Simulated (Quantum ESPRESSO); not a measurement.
# CoSi2 (Fm-3m) in Quantum ESPRESSO: relaxation of the atoms with LDA

Aim: the relaxation of the atoms of CoSi2 with LDA.

Program: Quantum ESPRESSO 7.5. These are calculated values, not measurements. Logs are shortened: lines on timing, memory, paths and dates and some standing lists are left out, and cuts for length are marked.

### 1 Starting point

Symmetry: Fm-3m, No. 225, cubic system. Conventional cell: a = 5.327 Å, b = 5.327 Å, c = 5.327 Å, α = 90.00°, β = 90.00°, γ = 90.00°. Around Co (site symmetry m-3m) lie 8 Si at 2.31 Å. Si (site symmetry -43m) has 4 Co at 2.31 Å as nearest neighbours.

The cell was built by a generator and needn't be a form met in nature.

### 2 Relaxation of the atoms, LDA

File pw.in:

```
&CONTROL
  calculation = 'relax'
  prefix = 'pwscf'
  outdir = './tmp'
  pseudo_dir = './pseudo'
  tprnfor = .true.
  disk_io = 'low'
  nstep = 40
  forc_conv_thr = 0.0004
  etot_conv_thr = 1d-05
/
&SYSTEM
  ibrav = 0
  nat = 3
  ntyp = 2
  ecutwfc = 56
  ecutrho = 448
  nbnd = 19
  occupations = 'smearing'
  smearing = 'mp'
  degauss = 0.00734986
/
&ELECTRONS
  conv_thr = 6d-10
  electron_maxstep = 120
  mixing_beta = 0.5
/
&IONS
  ion_dynamics = 'bfgs'
/
ATOMIC_SPECIES
Co    58.9332 co_lda_v1.2.uspp.F.UPF
Si    28.0850 si_lda_v1.uspp.F.UPF
CELL_PARAMETERS angstrom
   2.1746574835    0.0000000000    3.0754301067
  -1.0873287418    1.8833086253    3.0754301067
  -1.0873287418   -1.8833086253    3.0754301067
ATOMIC_POSITIONS crystal
Co     0.0000000000    0.0000000000    0.0000000000
Si     0.2500000000    0.2500000000    0.2500000000
Si     0.7500000000    0.7500000000    0.7500000000
K_POINTS automatic
16 16 16 0 0 0
```

Potentials or basis: GBRV 1.5 LDA.

Command:

```bash
OMP_NUM_THREADS=1 pw.x -in pw.in > pw.out
```

pw.out:

```text
This program is part of the open-source Quantum ESPRESSO suite
     for quantum simulation of materials; please cite
         "P. Giannozzi et al., J. Phys.:Condens. Matter 21 395502 (2009);
         "P. Giannozzi et al., J. Phys.:Condens. Matter 29 465901 (2017);
         "P. Giannozzi et al., J. Chem. Phys. 152 154105 (2020);
     in publications or presentations arising from this work. More details at

     Message from routine setup:
     using ibrav=0 with symmetry is DISCOURAGED, use correct ibrav instead

     G-vector sticks info
     --------------------
     sticks:   dense  smooth     PW     G-vecs:    dense   smooth      PW
     Sum        1555     769    253                40821    14331    2637

     Using Slab Decomposition

     bravais-lattice index     =            0
     lattice parameter (alat)  =       7.1179  a.u.
     unit-cell volume          =     254.9976 (a.u.)^3
     number of atoms/cell      =            3
     number of atomic types    =            2
     number of electrons       =        25.00
     number of Kohn-Sham states=           19
     kinetic-energy cutoff     =      56.0000  Ry
     charge density cutoff     =     448.0000  Ry
     scf convergence threshold =      6.0E-10
     mixing beta               =       0.5000
     number of iterations used =            8  plain     mixing
     energy convergence thresh.=      1.0E-05
     force convergence thresh. =      4.0E-04
     Exchange-correlation= SLA  PZ   NOGX NOGC
                           (   1   1   0   0   0   0   0)
     nstep                     =           40

     celldm(1)=   7.117875  celldm(2)=   0.000000  celldm(3)=   0.000000
     celldm(4)=   0.000000  celldm(5)=   0.000000  celldm(6)=   0.000000

     crystal axes: (cart. coord. in units of alat)
               a(1) = (   0.577350   0.000000   0.816497 )
               a(2) = (  -0.288675   0.500000   0.816497 )
               a(3) = (  -0.288675  -0.500000   0.816497 )

     reciprocal axes: (cart. coord. in units 2 pi/alat)
               b(1) = (  1.154701  0.000000  0.408248 )
               b(2) = ( -0.577350  1.000000  0.408248 )
               b(3) = ( -0.577350 -1.000000  0.408248 )

     PseudoPot. # 1 for Co read from file:
     co_lda_v1.2.uspp.F.UPF
     Pseudo is Ultrasoft + core correction, Zval = 17.0
     Generated by new atomic code, or converted to UPF format
     Using radial grid of  863 points,  6 beta functions with:
                l(1) =   0
                l(2) =   0
                l(3) =   1
                l(4) =   1
                l(5) =   2
                l(6) =   2
     Q(r) pseudized with  8 coefficients,  rinner =    1.200   1.200   1.200
                                                       1.200   1.200

     PseudoPot. # 2 for Si read from file:
     si_lda_v1.uspp.F.UPF
     Pseudo is Ultrasoft + core correction, Zval =  4.0
     Generated by new atomic code, or converted to UPF format
     Using radial grid of  899 points,  6 beta functions with:
                l(1) =   0
                l(2) =   0
                l(3) =   1
                l(4) =   1
                l(5) =   2
                l(6) =   2
     Q(r) pseudized with  8 coefficients,  rinner =    0.900   0.900   0.900
                                                       0.900   0.900

     atomic species   valence    mass     pseudopotential
     Co               17.00    58.93320     Co( 1.00)
     Si                4.00    28.08500     Si( 1.00)

     12 Sym. Ops., with inversion, found

   Cartesian axes

     site n.     atom                  positions (alat units)
         1        Co     tau(   1) = (   0.0000000   0.0000000   0.0000000  )
         2        Si     tau(   2) = (  -0.0000000   0.0000000   0.6123724  )
         3        Si     tau(   3) = (  -0.0000000   0.0000000   1.8371173  )

     number of k points=   417  Methfessel-Paxton smearing, width (Ry)=  0.0073

     Number of k-points >= 100: set verbosity='high' to print them.

     Dense  grid:    40821 G-vectors     FFT dimensions: (  48,  48,  48)

     Smooth grid:    14331 G-vectors     FFT dimensions: (  36,  36,  36)

     Check: negative core charge=   -0.000010

     Initial potential from superposition of free atoms

     starting charge      23.9988, renormalised to      25.0000
     Starting wfcs are   21 randomized atomic wfcs

     Self-consistent Calculation

     iteration #  1     ecut=    56.00 Ry     beta= 0.50
     Davidson diagonalization with overlap
     ethr =  1.00E-02,  avg # of iterations =  4.1

     total energy              =    -308.62108308 Ry
     estimated scf accuracy    <      15.12922457 Ry

     iteration #  2     ecut=    56.00 Ry     beta= 0.50
     Davidson diagonalization with overlap
     ethr =  1.00E-02,  avg # of iterations =  3.0

     total energy              =    -316.91566953 Ry
     estimated scf accuracy    <      32.17599298 Ry

     iteration #  3     ecut=    56.00 Ry     beta= 0.50
     Davidson diagonalization with overlap
     ethr =  1.00E-02,  avg # of iterations =  2.0

     total energy              =    -317.73125320 Ry
     estimated scf accuracy    <       6.30494808 Ry

     iteration #  4     ecut=    56.00 Ry     beta= 0.50
     Davidson diagonalization with overlap
     ethr =  1.00E-02,  avg # of iterations =  1.1

     total energy              =    -317.93908980 Ry
     estimated scf accuracy    <       1.58004018 Ry

     iteration #  5     ecut=    56.00 Ry     beta= 0.50
     Davidson diagonalization with overlap
     ethr =  6.32E-03,  avg # of iterations =  1.0

     total energy              =    -317.49664953 Ry
     estimated scf accuracy    <       1.17614853 Ry

     iteration #  6     ecut=    56.00 Ry     beta= 0.50
     Davidson diagonalization with overlap
     ethr =  4.70E-03,  avg # of iterations =  1.4

     total energy              =    -317.77576677 Ry
     estimated scf accuracy    <       0.46346608 Ry

     iteration #  7     ecut=    56.00 Ry     beta= 0.50
     Davidson diagonalization with overlap
     ethr =  1.85E-03,  avg # of iterations =  1.1

     total energy              =    -317.74159421 Ry
     estimated scf accuracy    <       0.40669165 Ry

     iteration #  8     ecut=    56.00 Ry     beta= 0.50
     Davidson diagonalization with overlap
     ethr =  1.63E-03,  avg # of iterations =  1.0

     total energy              =    -317.73467040 Ry
     estimated scf accuracy    <       0.12666529 Ry

     iteration #  9     ecut=    56.00 Ry     beta= 0.50
     Davidson diagonalization with overlap
     ethr =  5.07E-04,  avg # of iterations =  1.2

     total energy              =    -317.73321772 Ry
     estimated scf accuracy    <       0.02192940 Ry

     iteration # 10     ecut=    56.00 Ry     beta= 0.50
     Davidson diagonalization with overlap
     ethr =  8.77E-05,  avg # of iterations =  1.6

     total energy              =    -317.73631056 Ry
     estimated scf accuracy    <       0.00235601 Ry

     iteration # 11     ecut=    56.00 Ry     beta= 0.50
     Davidson diagonalization with overlap
     ethr =  9.42E-06,  avg # of iterations =  2.8

     total energy              =    -317.73647870 Ry
     estimated scf accuracy    <       0.00013734 Ry

     iteration # 12     ecut=    56.00 Ry     beta= 0.50
     Davidson diagonalization with overlap
     ethr =  5.49E-07,  avg # of iterations =  2.3

     total energy              =    -317.73647055 Ry
     estimated scf accuracy    <       0.00008895 Ry

     iteration # 13     ecut=    56.00 Ry     beta= 0.50
     Davidson diagonalization with overlap
     ethr =  3.56E-07,  avg # of iterations =  1.1

     total energy              =    -317.73647704 Ry
     estimated scf accuracy    <       0.00000212 Ry

     iteration # 14     ecut=    56.00 Ry     beta= 0.50
     Davidson diagonalization with overlap
     ethr =  8.46E-09,  avg # of iterations =  3.9

     total energy              =    -317.73647815 Ry
     estimated scf accuracy    <       0.00000005 Ry

     iteration # 15     ecut=    56.00 Ry     beta= 0.50
     Davidson diagonalization with overlap
     ethr =  1.95E-10,  avg # of iterations =  2.4

     total energy              =    -317.73647814 Ry
     estimated scf accuracy    <       0.00000005 Ry

     iteration # 16     ecut=    56.00 Ry     beta= 0.50
     Davidson diagonalization with overlap
     ethr =  1.87E-10,  avg # of iterations =  2.0

     total energy              =    -317.73647815 Ry
     estimated scf accuracy    <          6.8E-09 Ry

     iteration # 17     ecut=    56.00 Ry     beta= 0.50
     Davidson diagonalization with overlap
     ethr =  2.70E-11,  avg # of iterations =  1.0

     End of self-consistent calculation

     Number of k-points >= 100: set verbosity='high' to print the bands.

     the Fermi energy is    12.7641 ev

!    total energy              =    -317.73647815 Ry
     estimated scf accuracy    <          2.8E-10 Ry
     smearing contrib. (-TS)   =      -0.00002852 Ry
     internal energy E=F+TS    =    -317.73644963 Ry

     The total energy is F=E-TS. E is the sum of the following terms:
     one-electron contribution =    -236.62897408 Ry
     hartree contribution      =     131.45713678 Ry
     xc contribution           =     -41.22492584 Ry
     ewald contribution        =    -171.33968649 Ry

     convergence has been achieved in  17 iterations

     Forces acting on atoms (cartesian axes, Ry/au):

     atom    1 type  1   force =    -0.00000000   -0.00000000    0.00000000
     atom    2 type  2   force =    -0.00000000    0.00000000    0.00000000
     atom    3 type  2   force =     0.00000000   -0.00000000   -0.00000000

     Total force =     0.000000     Total SCF correction =     0.000000
     SCF correction compared to forces is large: reduce conv_thr to get better values

     BFGS Geometry Optimization
     Energy error            =      3.5E-18 Ry
     Gradient error          =      1.3E-09 Ry/Bohr

     bfgs converged in   1 scf cycles and   0 bfgs steps
     (criteria: energy <  1.0E-05 Ry, force <  4.0E-04 Ry/Bohr)

     End of BFGS Geometry Optimization

     Final energy             =    -317.7364781529 Ry
Begin final coordinates

ATOMIC_POSITIONS (crystal)
Co               0.0000000000        0.0000000000        0.0000000000
Si               0.2500000000        0.2500000000        0.2500000000
Si               0.7500000000        0.7500000000        0.7500000000
End final coordinates

=------------------------------------------------------------------------------=
   JOB DONE.
=------------------------------------------------------------------------------=
```

Wall time 6 min (1 thread of Intel Xeon Platinum 8375C at 2.90GHz (Ice Lake), shared host); peak memory 0.39 GiB.

Results:

| Quantity | Value |
| --- | --- |
| Free energy | -4323.0250 eV |
| Band gap on the k mesh | none (metal or under the smearing width) |

Final structure:
```
Co Si
1.0
     2.17466    0.00000    3.07543
    -1.08733    1.88331    3.07543
    -1.08733   -1.88331    3.07543
Co Si
1 2
Direct
  0.00000 0.00000 0.00000
  0.25000 0.25000 0.25000
  0.75000 0.75000 0.75000
```

Caveat: the relaxation stopped at its first step, so nothing moved. Spin polarisation is off, so any magnetic state and its effect on volume and gap are missing.
